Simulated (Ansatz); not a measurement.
# BHCl2 + HBr: a complex and its separated parts, part 2 of 2

Ansatz 0.2.0, Gaussian basis.

**13. CAM-B3LYP-D4/def2-TZVPP**

The inputs:

parta/in.yaml

```yaml
crystal:
  periodic: [false, false, false]
  atoms:
    - {symbol: B, position_ang: [-0.361074, -1.063842, 0.354121]}
    - {symbol: Cl, position_ang: [0.410445, -2.026518, -0.864349]}
    - {symbol: Cl, position_ang: [0.253657, -1.028014, 1.975071]}
    - {symbol: H, position_ang: [-1.320099, -0.422622, 0.075676]}
basis:
  gaussian: {orbitals: def2-TZVPP}
hamiltonian: {xc: {name: CAM-B3LYP}, dispersion: d4}
```

partb/in.yaml

```yaml
crystal:
  periodic: [false, false, false]
  atoms:
    - {symbol: Br, position_ang: [1.130576, 1.959116, -0.626580]}
    - {symbol: H, position_ang: [-0.113507, 2.581881, -0.914039]}
basis:
  gaussian: {orbitals: def2-TZVPP}
hamiltonian: {xc: {name: CAM-B3LYP}, dispersion: d4}
```

Each run has its own folder and the same command.

Command:

```console
> ansatz run in.yaml --threads 4 --pin off --events-out ev --progress --plain --max-ram 9574MiB
```

Output in parta, cut to the lines that bear on the results:

```text
Functional definition: CAM-B3LYP
  name "CAM-B3LYP"
  cite "Yanai, Tew & Handy, Chem. Phys. Lett. 393, 51 (2004) doi:10.1016/j.cplett.2004.06.011"
  cite "Iikura, Tsuneda, Yanai & Hirao, J. Chem. Phys. 115, 3540 (2001) doi:10.1063/1.1383587"
  cite "Becke, Phys. Rev. A 38, 3098 (1988) doi:10.1103/PhysRevA.38.3098"
  cite "Lee, Yang & Parr, Phys. Rev. B 37, 785 (1988) doi:10.1103/PhysRevB.37.785"
[...]
  # Exact exchange under (alpha + beta erf(omega r))/r, Becke's under what is left of 1/r.
[...]
854 factors; their error is unknown
161 factors; integrals over basis functions are off by at most 1.8e-5 eV
[...]
mean field -25741.09315271 eV, -945.9677254225 hartree, gradient 3.4e-5 eV, S^2 0.000000; 0 other end points of the search recorded, 0 dependent functions left out
reference -25741.09326146 eV, -945.9677294189 hartree; 20, 20 occupied and 109, 109 virtual orbitals, 854 factors
Total energy: -25741.16078592 eV, -945.9702108971 hartree
```

Output in partb, cut to the lines that bear on the results:

```text
[... 6 set-up lines as earlier in the session ...]
[...]
  # Exact exchange under (alpha + beta erf(omega r))/r, Becke's under what is left of 1/r.
[...]
472 factors; their error is unknown
82 factors; integrals over basis functions are off by at most 1.2e-4 eV
[...]
mean field -70066.16345201 eV, -2574.8840143098 hartree, gradient 3.1e-5 eV, S^2 0.000000; 0 other end points of the search recorded, 0 dependent functions left out
reference -70066.16352870 eV, -2574.8840171284 hartree; 18, 18 occupied and 44, 44 virtual orbitals, 472 factors
Total energy: -70066.16900643 eV, -2574.8842184312 hartree
```

Times: 0.8 s (parta), 0.3 s (partb) on 4 threads of Arm Neoverse V2, shared host.

**14. wB97X-V/def2-TZVPP**

The same edit goes into each in.yaml of step 13 (parta, partb):

```diff
-hamiltonian: {xc: {name: CAM-B3LYP}, dispersion: d4}
+hamiltonian: {xc: {name: wB97X-V}}
```

One command serves all of them, each in its own folder.

Command:

```console
> ansatz run in.yaml --threads 4 --pin off --events-out ev --progress --plain --max-ram 9574MiB
```

Output in parta, cut to the lines that bear on the results:

```text
Functional definition: wB97X-V
  name "wB97X-V"
  cite "Mardirossian & Head-Gordon, Phys. Chem. Chem. Phys. 16, 9904 (2014) doi:10.1039/C3CP54374A"
[... 2 set-up lines as earlier in the session ...]
[...]
      + integral(e_c_pw_opposite_spin*poly(b97_u_opposite, cos0, cos1)) + vv10(b, c)
848 factors; their error is unknown
147 factors; integrals over basis functions are off by at most 4.0e-5 eV
[...]
mean field -25736.94898567 eV, -945.8154300927 hartree, gradient 6.8e-5 eV, S^2 0.000000; 0 other end points of the search recorded, 0 dependent functions left out
reference -25736.94898415 eV, -945.8154300369 hartree; 20, 20 occupied and 109, 109 virtual orbitals, 848 factors
Total energy: -25736.94898415 eV, -945.8154300369 hartree
```

Log of partb, cut to the lines that bear on the results:

```text
[... 5 set-up lines as earlier in the session ...]
[...]
      + integral(e_c_pw_opposite_spin*poly(b97_u_opposite, cos0, cos1)) + vv10(b, c)
472 factors; their error is unknown
73 factors; integrals over basis functions are off by at most 1.1e-4 eV
[...]
mean field -70056.29631223 eV, -2574.5214036113 hartree, gradient 1.2e-5 eV, S^2 0.000000; 0 other end points of the search recorded, 0 dependent functions left out
reference -70056.29631117 eV, -2574.5214035722 hartree; 18, 18 occupied and 44, 44 virtual orbitals, 472 factors
Total energy: -70056.29631117 eV, -2574.5214035722 hartree
```

They took 1.9 s (parta), 0.55 s (partb) on 4 threads of Arm Neoverse V2, shared host.

**15. wB97M-V/def2-TZVPP**

Each input of step 14 (parta, partb) changes in the same lines:

```diff
-hamiltonian: {xc: {name: wB97X-V}}
+hamiltonian: {xc: {name: wB97M-V}}
```

One command serves all of them, each in its own folder.

Command:

```console
> ansatz run in.yaml --threads 4 --pin off --events-out ev --progress --plain --max-ram 9574MiB
```

Log of parta, cut to the lines that bear on the results:

```text
Functional definition: wB97M-V
  name "wB97M-V"
  cite "Mardirossian & Head-Gordon, J. Chem. Phys. 144, 214110 (2016) doi:10.1063/1.4952647"
[... 2 set-up lines as earlier in the session ...]
  # Of w^i u^j: cxij and so on, Table III.
[...]
  gx(w, u) = 1 - cx + cx01*u + cx10*w
[...]
      + integral(e_c_pw_mod_opposite_spin*gos(b97_w_opposite, b97_u_opposite)) + vv10(b, c)
848 factors; their error is unknown
147 factors; integrals over basis functions are off by at most 4.0e-5 eV
[...]
mean field -25739.26859021 eV, -945.9006739874 hartree, gradient 1.4e-5 eV, S^2 0.000000; 0 other end points of the search recorded, 0 dependent functions left out
reference -25739.26862721 eV, -945.9006753470 hartree; 20, 20 occupied and 109, 109 virtual orbitals, 848 factors
Total energy: -25739.26862721 eV, -945.9006753470 hartree
```

Log of partb, cut to the lines that bear on the results:

```text
[... 5 set-up lines as earlier in the session ...]
  # Of w^i u^j: cxij and so on, Table III.
[...]
  gx(w, u) = 1 - cx + cx01*u + cx10*w
[...]
      + integral(e_c_pw_mod_opposite_spin*gos(b97_w_opposite, b97_u_opposite)) + vv10(b, c)
467 factors; their error is unknown
73 factors; integrals over basis functions are off by at most 1.1e-4 eV
[...]
mean field -70058.67556404 eV, -2574.6088395027 hartree, gradient 8.6e-6 eV, S^2 0.000000; 0 other end points of the search recorded, 0 dependent functions left out
reference -70058.67558985 eV, -2574.6088404511 hartree; 18, 18 occupied and 44, 44 virtual orbitals, 467 factors
Total energy: -70058.67558985 eV, -2574.6088404511 hartree
```

Wall times: 2.2 s (parta), 0.65 s (partb) on 4 threads of Arm Neoverse V2, shared host.

**16. B2PLYP/def2-TZVPP**

The same edit goes into each in.yaml of step 15 (parta, partb):

```diff
-hamiltonian: {xc: {name: wB97M-V}}
+hamiltonian: {xc: {name: B2PLYP}}
```

One command serves all of them, each in its own folder.

Command:

```console
> ansatz run in.yaml --threads 4 --pin off --events-out ev --progress --plain --max-ram 9574MiB
```

Output in parta, cut to the lines that bear on the results:

```text
Functional definition: B2PLYP
  name "B2PLYP"
  cite "Grimme, J. Chem. Phys. 124, 034108 (2006) doi:10.1063/1.2148954"
[... 2 set-up lines as earlier in the session ...]
[...]
772 factors; integrals over basis functions are off by at most 7.3e-4 eV
[...]
mean field -25728.80854230 eV, -945.5162743168 hartree, gradient 9.8e-6 eV, S^2 0.000000; 0 other end points of the search recorded, 0 dependent functions left out
11 core orbitals not correlated: weight in the atoms' cores, before any rotation towards them, 1.000 or more for the frozen orbitals, at most 0.000 for the correlated occupied ones
reference -25728.80868336 eV, -945.5162795006 hartree; 9, 9 occupied and 109, 109 virtual orbitals, 772 factors
second order -15.86285101 eV of doubles, -0.00000000 eV of singles
Total energy: -25733.09165313 eV, -945.6736757366 hartree
```

partb printed, cut to the lines that bear on the results:

```text
[... 5 set-up lines as earlier in the session ...]
[...]
399 factors; integrals over basis functions are off by at most 1.5e-3 eV
[...]
mean field -70049.78222387 eV, -2574.2820152795 hartree, gradient 1.6e-6 eV, S^2 0.000000; 0 other end points of the search recorded, 0 dependent functions left out
9 core orbitals not correlated: weight in the atoms' cores, before any rotation towards them, 1.000 or more for the frozen orbitals, at most 0.000 for the correlated occupied ones
reference -70049.78232461 eV, -2574.2820189815 hartree; 9, 9 occupied and 44, 44 virtual orbitals, 399 factors
second order -9.24622693 eV of doubles, -0.00000000 eV of singles
Total energy: -70052.27880588 eV, -2574.3737629760 hartree
```

Wall times: 1.1 s (parta), 0.35 s (partb) on 4 threads of Arm Neoverse V2, shared host.

**17. PBE-QIDH/def2-TZVPP**

Each input of step 16 (parta, partb) changes in the same lines:

```diff
-hamiltonian: {xc: {name: B2PLYP}}
+hamiltonian: {xc: {name: PBE-QIDH}}
```

The same command starts each run, in its folder.

Command:

```console
> ansatz run in.yaml --threads 4 --pin off --events-out ev --progress --plain --max-ram 9574MiB
```

Log of parta, cut to the lines that bear on the results:

```text
Functional definition: PBE-QIDH
  name "PBE-QIDH"
  cite "Brémond, Sancho-García, Pérez-Jiménez & Adamo, J. Chem. Phys. 141, 031101 (2014) doi:10.1063/1.4890314"
[... 1 set-up line as earlier in the session ...]
[...]
772 factors; integrals over basis functions are off by at most 7.3e-4 eV
[...]
mean field -25722.09057613 eV, -945.2693936136 hartree, gradient 7.8e-6 eV, S^2 0.000000; 0 other end points of the search recorded, 0 dependent functions left out
11 core orbitals not correlated: weight in the atoms' cores, before any rotation towards them, 1.000 or more for the frozen orbitals, at most 0.000 for the correlated occupied ones
reference -25722.09058595 eV, -945.2693939743 hartree; 9, 9 occupied and 109, 109 virtual orbitals, 772 factors
second order -14.70809434 eV of doubles, -0.00000000 eV of singles
Total energy: -25726.99328406 eV, -945.4495648068 hartree
```

Output in partb, cut to the lines that bear on the results:

```text
[... 4 set-up lines as earlier in the session ...]
[...]
399 factors; integrals over basis functions are off by at most 1.5e-3 eV
[...]
mean field -70043.31092532 eV, -2574.0441994442 hartree, gradient 9.0e-7 eV, S^2 0.000000; 0 other end points of the search recorded, 0 dependent functions left out
9 core orbitals not correlated: weight in the atoms' cores, before any rotation towards them, 1.000 or more for the frozen orbitals, at most 0.000 for the correlated occupied ones
reference -70043.31093244 eV, -2574.0441997058 hartree; 9, 9 occupied and 44, 44 virtual orbitals, 399 factors
second order -8.68133812 eV of doubles, -0.00000000 eV of singles
Total energy: -70046.20471181 eV, -2574.1505441363 hartree
```

Wall times: 1.1 s (parta), 0.4 s (partb) on 4 threads of Arm Neoverse V2, shared host.

**18. RPA on PBE/def2-TZVPP**

The same edit goes into each in.yaml of step 17 (parta, partb):

```diff
-hamiltonian: {xc: {name: PBE-QIDH}}
+hamiltonian: {xc: pbe}
+correlation: {method: rpa}
```

One command serves all of them, each in its own folder.

Command:

```console
> ansatz run in.yaml --threads 4 --pin off --events-out ev --progress --plain --max-ram 9574MiB
```

parta printed, cut to the lines that bear on the results:

```text
[... 4 set-up lines as earlier in the session ...]
[...]
772 factors; integrals over basis functions are off by at most 7.3e-4 eV
[...]
mean field -25729.42659767 eV, -945.5389874326 hartree, gradient 6.8e-6 eV, S^2 0.000000; 0 other end points of the search recorded, 0 dependent functions left out
11 core orbitals not correlated: weight in the atoms' cores, before any rotation towards them, 1.000 or more for the frozen orbitals, at most 0.000 for the correlated occupied ones
reference -25696.83231532 eV, -944.3411696494 hartree; 9, 9 occupied and 109, 109 virtual orbitals, 772 factors
Total energy: -25718.57945422 eV, -945.1403622634 hartree
```

Output in partb, cut to the lines that bear on the results:

```text
[... 4 set-up lines as earlier in the session ...]
[...]
399 factors; integrals over basis functions are off by at most 1.5e-3 eV
[...]
mean field -70052.13670135 eV, -2574.3685407310 hartree, gradient 4.1e-6 eV, S^2 0.000000; 0 other end points of the search recorded, 0 dependent functions left out
9 core orbitals not correlated: weight in the atoms' cores, before any rotation towards them, 1.000 or more for the frozen orbitals, at most 0.000 for the correlated occupied ones
reference -70014.55934368 eV, -2572.9875983074 hartree; 9, 9 occupied and 44, 44 virtual orbitals, 399 factors
Total energy: -70026.49300665 eV, -2573.4261523325 hartree
```

Wall times: 0.95 s (parta), 0.3 s (partb) on 4 threads of Arm Neoverse V2, shared host.

**19. CCSD(T)/def2-TZVPP**

The same edit goes into each in.yaml of step 18 (parta, partb):

```diff
-hamiltonian: {xc: pbe}
-correlation: {method: rpa}
+correlation: {method: ccsd_t}
```

One command serves all of them, each in its own folder.

Command:

```console
> ansatz run in.yaml --threads 4 --pin off --events-out ev --progress --plain --max-ram 9574MiB
```

Output in parta, cut to the lines that bear on the results:

```text
Functional definition: HF
  name "HF"
  cite "Fock, Z. Phys. 61, 126 (1930) doi:10.1007/BF01340294"
[... 1 set-up line as earlier in the session ...]
[...]
772 factors; integrals over basis functions are off by at most 7.3e-4 eV
[...]
mean field -25697.75898246 eV, -944.3752240388 hartree, gradient 1.4e-6 eV, S^2 0.000000; 0 other end points of the search recorded, 0 dependent functions left out
11 core orbitals not correlated: weight in the atoms' cores, before any rotation towards them, 1.000 or more for the frozen orbitals, at most 0.000 for the correlated occupied ones
reference -25697.75898246 eV, -944.3752240388 hartree; 9, 9 occupied and 109, 109 virtual orbitals, 772 factors
second order -12.98776196 eV of doubles, -0.00000000 eV of singles
cycle   1  -13.66873346 eV  change   -6.8e-1 eV  update   7.4e-2
[...]
cycle   9  -14.01829663 eV  change    5.1e-7 eV  update   5.2e-6
perturbative correction -0.61182660 eV, -0.0224842128 hartree
Total energy: -25712.38910569 eV, -944.9128711508 hartree
```

partb printed, cut to the lines that bear on the results:

```text
[... 4 set-up lines as earlier in the session ...]
[...]
399 factors; integrals over basis functions are off by at most 1.5e-3 eV
[...]
mean field -70014.93828570 eV, -2573.0015241698 hartree, gradient 1.4e-6 eV, S^2 0.000000; 0 other end points of the search recorded, 0 dependent functions left out
9 core orbitals not correlated: weight in the atoms' cores, before any rotation towards them, 1.000 or more for the frozen orbitals, at most 0.000 for the correlated occupied ones
reference -70014.93828570 eV, -2573.0015241698 hartree; 9, 9 occupied and 44, 44 virtual orbitals, 399 factors
second order -7.83907347 eV of doubles, -0.00000000 eV of singles
cycle   1  -7.92765967 eV  change   -8.9e-2 eV  update   4.5e-2
[...]
cycle   7  -8.11361482 eV  change   -4.6e-6 eV  update   1.2e-5
perturbative correction -0.24160667 eV, -0.0088788812 hartree
Total energy: -70023.29350719 eV, -2573.3085728961 hartree
```

Wall times: 1.9 s (parta), 0.35 s (partb) on 4 threads of Arm Neoverse V2, shared host.

**20. Vibrations of BHCl2**

Input file vib-parta/in.yaml:

```yaml
crystal:
  periodic: [false, false, false]
  atoms:
    - {symbol: B, position_ang: [-0.361074, -1.063842, 0.354121]}
    - {symbol: Cl, position_ang: [0.410445, -2.026518, -0.864349]}
    - {symbol: Cl, position_ang: [0.253657, -1.028014, 1.975071]}
    - {symbol: H, position_ang: [-1.320099, -0.422622, 0.075676]}
basis:
  gaussian: {orbitals: def2-TZVP}
hamiltonian: {xc: pbe0, dispersion: d4}
phonons: {temperatures: {t_min: 298.15, t_max: 900, t_step: 200}}
```

Command:

```console
> ansatz run in.yaml --threads 4 --pin off --events-out ev --progress --plain --max-ram 9574MiB
```

What it wrote, cut to the lines that bear on the results:

```text
[... 5 set-up lines as earlier in the session ...]
[...]
749 factors; their error is unknown
[...]
mean field -25731.60804382 eV, -945.6191540999 hartree, gradient 7.8e-5 eV, S^2 0.000000; 0 other end points of the search recorded, 0 dependent functions left out
[...]
Atom 1 at     0.410445    -2.026518    -0.864349 Å, force    -0.000015     0.000041     0.000148 eV/Å
Atom 2 at     0.253657    -1.028014     1.975071 Å, force     0.000001    -0.000061    -0.000142 eV/Å
Atom 3 at    -1.320099    -0.422622     0.075676 Å, force    -0.000333     0.000201    -0.000089 eV/Å
Dipole moment:    -0.075254     0.050314    -0.021849 e Å
Vibrations: 290.10 746.20 784.62 913.37 1097.41 2700.31 cm⁻¹, zero-point energy 0.404933 eV
```

It took 7.5 s on 4 threads of Arm Neoverse V2, shared host.

Wavenumbers and character of the modes:

| mode | wavenumber (cm⁻¹) | character |
| --- | --- | --- |
| 1 | 290 | bend |
| 2 | 746 | B–Cl stretch |
| 3 | 785 | out-of-plane bend |
| 4 | 913 | B–Cl stretch |
| 5 | 1097 | bend |
| 6 | 2700 | B–H stretch |

Vibrational sums (real modes only):

| T (K) | entropy (J/mol/K) | heat capacity (J/mol/K) |
| --- | --- | --- |
| 298 | 9.0 | 16.2 |
| 498 | 20.3 | 27.9 |
| 698 | 30.9 | 34.4 |
| 898 | 40.1 | 38.4 |

**21. Vibrations of HBr**

Input file vib-partb/in.yaml:

```yaml
crystal:
  periodic: [false, false, false]
  atoms:
    - {symbol: Br, position_ang: [1.130576, 1.959116, -0.626580]}
    - {symbol: H, position_ang: [-0.113507, 2.581881, -0.914039]}
basis:
  gaussian: {orbitals: def2-TZVP}
hamiltonian: {xc: pbe0, dispersion: d4}
phonons: {temperatures: {t_min: 298.15, t_max: 900, t_step: 200}}
```

Command:

```console
> ansatz run in.yaml --threads 4 --pin off --events-out ev --progress --plain --max-ram 9574MiB
```

What it wrote, cut to the lines that bear on the results:

```text
[... 5 set-up lines as earlier in the session ...]
[...]
457 factors; their error is unknown
[...]
mean field -70054.57278202 eV, -2574.4580650445 hartree, gradient 2.1e-5 eV, S^2 0.000000; 0 other end points of the search recorded, 0 dependent functions left out
[...]
reference -70054.57271162 eV, -2574.4580624572 hartree; 18, 18 occupied and 36, 36 virtual orbitals, 457 factors
Total energy: -70054.57831865 eV, -2574.4582685117 hartree
Atom 0 at     1.130576     1.959116    -0.626580 Å, force    -0.002043     0.001023    -0.000472 eV/Å
Atom 1 at    -0.113507     2.581881    -0.914039 Å, force     0.002043    -0.001023     0.000472 eV/Å
Dipole moment:    -0.173699     0.086951    -0.040135 e Å
Vibrations: 2666.86 cm⁻¹, zero-point energy 0.165324 eV
```

Wall time 2.1 s (4 threads of Arm Neoverse V2, shared host).

The modes, with what each moves most:

| mode | wavenumber (cm⁻¹) | character |
| --- | --- | --- |
| 1 | 2667 | Br–H stretch |

Vibrational sums (real modes only):

| T (K) | entropy (J/mol/K) | heat capacity (J/mol/K) |
| --- | --- | --- |
| 298 | 0.0 | 0.0 |
| 498 | 0.0 | 0.2 |
| 698 | 0.2 | 1.0 |
| 898 | 0.6 | 2.2 |

**22. Complex less separated parts**

The complex's own energies come from single points at the same levels.

Rows are in def2-TZVPP; times add the 3 runs of a level on a shared host, so small differences are noise.

Differences are taken before rounding.

| method | rung | complex less parts (kJ/mol) | from CCSD(T) (kJ/mol) | time |
| --- | --- | --- | --- | --- |
| SPW92 | LDA | -10.7 | -5.2 | 1.2 s |
| PBE-D4 | GGA | -8.0 | -2.5 | 2.1 s |
| BLYP-D4 | GGA | -7.3 | -1.8 | 2.2 s |
| r2SCAN-D4 | meta-GGA | -6.6 | -1.1 | 4.7 s |
| B97M-V | meta-GGA | -7.0 | -1.5 | 8.9 s |
| PBE0-D4 | hybrid | -7.4 | -1.9 | 3.2 s |
| B3LYP-D4 | hybrid | -7.5 | -2.0 | 3 s |
| r2SCAN0-D4 | hybrid | -6.6 | -1.1 | 5.6 s |
| BHLYP-D4 | hybrid | -8.0 | -2.5 | 3 s |
| CAM-B3LYP-D4 | range-separated hybrid | -6.8 | -1.3 | 3.4 s |
| wB97X-V | range-separated hybrid | -6.9 | -1.4 | 7.4 s |
| wB97M-V | range-separated hybrid | -7.2 | -1.8 | 8.9 s |
| B2PLYP | double hybrid | -1.8 | +3.7 | 4.8 s |
| PBE-QIDH | double hybrid | -4.3 | +1.2 | 5.1 s |
| RPA on PBE | RPA | -3.8 | +1.6 | 4.2 s |
| Hartree-Fock | wavefunction | 2.9 | +8.4 |  |
| MP2 | wavefunction | -7.1 | -1.6 |  |
| CCSD | wavefunction | -4.4 | +1.1 |  |
| CCSD(T) | wavefunction | -5.5 | 0 | 60 s |

Among the levels timed on like hardware and quicker than the yardstick, those that no quicker one beats, quickest first: SPW92 (1.2 s, -5.2 kJ/mol); PBE-D4 (2.1 s, -2.5 kJ/mol); BLYP-D4 (2.2 s, -1.8 kJ/mol); CAM-B3LYP-D4 (3.4 s, -1.3 kJ/mol); r2SCAN-D4 (4.7 s, -1.1 kJ/mol).

For cost: r2SCAN-D4 gets within 1.1 kJ/mol in 4.7 s, where CCSD(T) took 60 s; the quickest level in the cost chart, SPW92, takes 1.2 s and misses by 5.2 kJ/mol.

The complex's zero-point energy, from a separate PBE0-D4 run, is 0.588 eV.

**23. Results**

The summary covers parts 1 to 2.

| quantity | value |
| --- | --- |
| complex less parts, CCSD(T)/def2-TZVPP | -5.5 kJ/mol |
| with zero-point energy | -3.8 kJ/mol |
| largest T1 diagnostic | 0.012 |

At CCSD(T) the complex lies 5.5 kJ/mol below its parts. The functionals run from r2SCAN-D4, off by -1.1 kJ/mol, to SPW92, off by -5.2 kJ/mol, against CCSD(T). r2SCAN0-D4 is as near within the digits shown. Mean unsigned error by rung: LDA 5.2, GGA 2.2, meta-GGA 1.3, hybrid 1.9, range-separated hybrid 1.5, double hybrid 2.4 kJ/mol. The double hybrids carry no dispersion term here, unlike the levels marked D4 or V. PBE-D4 gives a relative energy 2.5 kJ/mol too low, an error of 46 % of the reference. The complex's frequency run has imaginary modes: the structure is no minimum, so both the energy and the zero-point correction are in doubt. No counterpoise was applied, and triple zeta lacks some correlation, so the CCSD(T) reference has a basis error of its own, and close matches with it are partly luck.
